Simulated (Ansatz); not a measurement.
A nudged elastic band was laid between two geometries of a periodic cell of 17 atoms, Si (host Si, host structure diamond, interstitial Si).

Method: DFT PBE, scalar-relativistic, plane waves, PAW in Ansatz 0.2.0. Settings: PAW set soft_1, cutoff 420 eV, k mesh 2x2x2, gaussian smearing 0.02 eV, no spin polarisation.

```json
{"movable images": "3", "climbing image": "yes", "spring": "5.0 eV/Å²", "optimiser": "quadratic models (default)", "start path": "IDPP", "force threshold": "0.05 eV/Å", "iteration limit": "80", "end points": "relaxed"}
```

Initial state:

```xyz
17
Lattice="0.0000 5.4300 5.4300 5.4300 0.0000 5.4300 5.4300 5.4300 0.0000" Properties=species:S:1:pos:R:3
Si -0.001 0.001 0.000
Si 1.354 1.353 1.354
Si 2.718 2.712 0.034
Si 4.077 4.077 1.353
Si 2.715 0.033 2.715
Si 4.076 1.354 4.076
Si 5.397 2.714 2.714
Si 6.768 4.092 4.093
Si 0.034 2.712 2.718
Si 1.353 4.077 4.078
Si 2.717 5.395 2.717
Si 4.101 6.758 4.101
Si 2.714 2.714 5.397
Si 4.094 4.092 6.767
Si 5.434 5.422 5.433
Si 6.765 6.763 6.764
Si 8.149 8.137 8.148
```

Final state:

Only the atoms that move by more than 0.05 Å are listed.
```
Si17 9.501 6.795 6.785
```

Question: What changes between the two ends?

Answer: Contacts lost: Si8–Si17. Contacts made: Si1–Si17. The atom that moves furthest is Si17, by 2.34 Å; four of its nearest neighbours are Si8 2.39, Si14 2.39, Si16 2.39, Si12 2.39 Å at the first end and Si11 2.39, Si1 2.39, Si9 2.39, Si13 2.39 Å at the last.

Question: Give the energies along the band, and the barrier.

Answer: It converged. The highest image is number 2 of 0 to 4, 0.30 eV above the ends, which have the same energy within 2 meV. By the program's own check the climbing image is of a kind that is not told: the force calls were inconclusive, a negative curvature could not be distinguished from the path's own, the only one lies far off the path, or fixed occupations may fill a level only in part (lowest curvatures found: -0.29 and 0.66 eV/Å²). Limits of this set-up: coarse k mesh, a small cell, in which the defect meets its images.

```
image  path coordinate (Å)  energy (eV)  Si8–Si17 (Å)  Si1–Si17 (Å)
    0                 0.00         0.00          2.39          4.70
    1                 0.75         0.20          2.52          4.01
    2                 1.51         0.30          3.13          3.13
    3                 2.27         0.20          4.01          2.53
    4                 3.02         0.00          4.70          2.39
```

Question: What is the geometry of the highest image?

Answer: 
```xyz
17
Lattice="0.0000 5.4300 5.4300 5.4300 0.0000 5.4300 5.4300 5.4300 0.0000" Properties=species:S:1:pos:R:3
Si -0.228 0.228 0.228
Si 1.382 1.427 1.427
Si 2.785 2.645 0.024
Si 4.003 4.048 1.427
Si 2.785 0.024 2.645
Si 4.003 1.427 4.048
Si 5.406 2.645 2.646
Si 7.016 3.845 3.845
Si 0.104 2.807 2.807
Si 1.146 4.284 4.284
Si 2.624 5.326 2.807
Si 4.164 6.696 4.176
Si 2.624 2.807 5.326
Si 4.164 4.176 6.696
Si 5.642 5.219 5.219
Si 6.684 6.696 6.696
Si 8.825 7.465 7.465
```

Time of the run: 47 min on 1 thread of Arm Neoverse V1 (shared host), peak memory 0.77 GiB.
